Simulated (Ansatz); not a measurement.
**CH₇GaGe: up Jacob's ladder to CCSD(T)**

One table from this session's results is given with a row withheld; the runs are named, their logs left out.

Program: Ansatz 0.2.0, Gaussian basis. Level of theory: functionals in def2-TZVPP, the program's frozen cores in correlated methods. These are calculated values, not measurements.

The runs, in order: LDA (SPW92), PBE-D4, revPBE-D4, BLYP-D4, r2SCAN-D4, B97M-V, PBE0-D4, B3LYP-D4, r2SCANh-D4, r2SCAN0-D4, HSE06-D4, BHLYP-D4, CAM-B3LYP-D4, LC-ωPBE, ωB97X-V, ωB97M-V, B2PLYP, PBE-QIDH; CCSD(T)/def2-SVP; CCSD(T)/def2-TZVPP; MP2/def2-QZVPP; extrapolation to the limit; RPA on PBE.

**Structure used throughout**

An earlier PBE0-D4 in a triple-zeta def2 set relaxation fixed the geometry.

SMILES `[GaH2][CH2][GeH3]`, 10 atoms, charge 0, spin multiplicity 1.

Atoms are counted from 1 here; the program's logs count them from 0.

Bond lengths: Ga1–C2 1.962 Å, Ga1–H4 1.571 Å, Ga1–H5 1.571 Å, C2–Ge3 1.959 Å, C2–H6 1.093 Å, C2–H7 1.093 Å, Ge3–H8 1.541 Å, Ge3–H9 1.541 Å, Ge3–H10 1.540 Å. Angles: C2–Ga1–H4 119.8°, C2–Ga1–H5 119.8°, H4–Ga1–H5 120.3°, Ga1–C2–Ge3 112.4°, Ga1–C2–H6 110.6°, Ga1–C2–H7 110.6°, Ge3–C2–H6 107.1°, Ge3–C2–H7 107.1°, H6–C2–H7 108.9°, C2–Ge3–H8 110.3°, C2–Ge3–H9 110.3°, C2–Ge3–H10 111.0°, H8–Ge3–H9 108.1°, H8–Ge3–H10 108.5°, H9–Ge3–H10 108.5°.

Coordinates:

```xyz
10

Ga   -1.37879    0.58630   -1.04435
C     0.50608    0.40601   -0.52910
Ge    0.73745   -0.67431    1.08824
H    -2.03403   -0.47872   -1.99551
H    -2.23468    1.77338   -0.47262
H     0.94425    1.38633   -0.32667
H     1.07725   -0.07925   -1.32414
H     0.17310   -2.09131    0.86954
H    -0.01668   -0.03533    2.27023
H     2.22602   -0.79308    1.46439
```

The first run:

in.yaml reads:

```yaml
crystal:
  periodic: [false, false, false]
  atoms:
    - {symbol: Ga, position_ang: [-1.378786, 0.586299, -1.044345]}
    - {symbol: C, position_ang: [0.506083, 0.406007, -0.529100]}
    - {symbol: Ge, position_ang: [0.737450, -0.674312, 1.088239]}
    - {symbol: H, position_ang: [-2.034031, -0.478721, -1.995507]}
    - {symbol: H, position_ang: [-2.234676, 1.773380, -0.472616]}
    - {symbol: H, position_ang: [0.944255, 1.386334, -0.326672]}
    - {symbol: H, position_ang: [1.077252, -0.079250, -1.324139]}
    - {symbol: H, position_ang: [0.173104, -2.091313, 0.869538]}
    - {symbol: H, position_ang: [-0.016677, -0.035329, 2.270231]}
    - {symbol: H, position_ang: [2.226025, -0.793084, 1.464391]}
basis:
  gaussian: {orbitals: def2-TZVPP}
hamiltonian: {xc: lda}
output: {orbitals: {seedname: orbitals}}
```

The run is started by

```
$ ansatz run in.yaml --threads 4 --pin off --events-out ev --progress --plain --max-ram 10444MiB
```

Steps of the session up to this table: LDA; PBE-D4 (GGA); revPBE-D4 (GGA); BLYP-D4 (GGA); r2SCAN-D4 (meta-GGA); B97M-V (meta-GGA); B3LYP-D4 (hybrid); r2SCANh-D4 (hybrid); r2SCAN0-D4 (hybrid); HSE06-D4 (hybrid); BHLYP-D4 (hybrid); CAM-B3LYP-D4 (range-separated); LC-ωPBE (range-separated); ωB97X-V (range-separated); ωB97M-V (range-separated); B2PLYP (double hybrid); PBE-QIDH (double hybrid).

One of the session's tables, all rows but one given; the rest of the session is left out.

It belongs to the step «Frontier levels by functional». 

```
  functional  HOMO (eV)  LUMO (eV)  gap (eV)
 LDA (SPW92)      -6.88      -2.62      4.27
      PBE-D4      -6.77      -2.34      4.43
   revPBE-D4      -6.72      -2.21      4.51
     BLYP-D4      -6.63      -2.29      4.34
   r2SCAN-D4      -7.03      -2.07      4.95
      B97M-V      -7.12      -2.32      4.80
     PBE0-D4      -7.93      -1.54      6.39
    B3LYP-D4          ?          ?         ?
  r2SCANh-D4      -7.46      -1.80      5.66
  r2SCAN0-D4      -8.11      -1.39      6.72
    HSE06-D4      -7.54      -1.91      5.63
    BHLYP-D4      -8.99      -0.80      8.19
CAM-B3LYP-D4      -9.24      -0.67      8.57
     LC-ωPBE     -10.59       0.53     11.12
     ωB97X-V     -10.23       0.36     10.59
     ωB97M-V     -10.08       0.12     10.20
```

**Question.** Estimate the row for B3LYP-D4.

Worked estimate for «HOMO (eV)». Against the share of exact exchange, BLYP-D4 (0, -6.63), BHLYP-D4 (0.5, -8.99) give a slope of -4.72 per unit share; at 0.2 the line stands at -7.57.

The run gave: HOMO (eV): -7.72; LUMO (eV): -1.82; gap (eV): 5.90. In «HOMO (eV)» the line misses by +0.15.
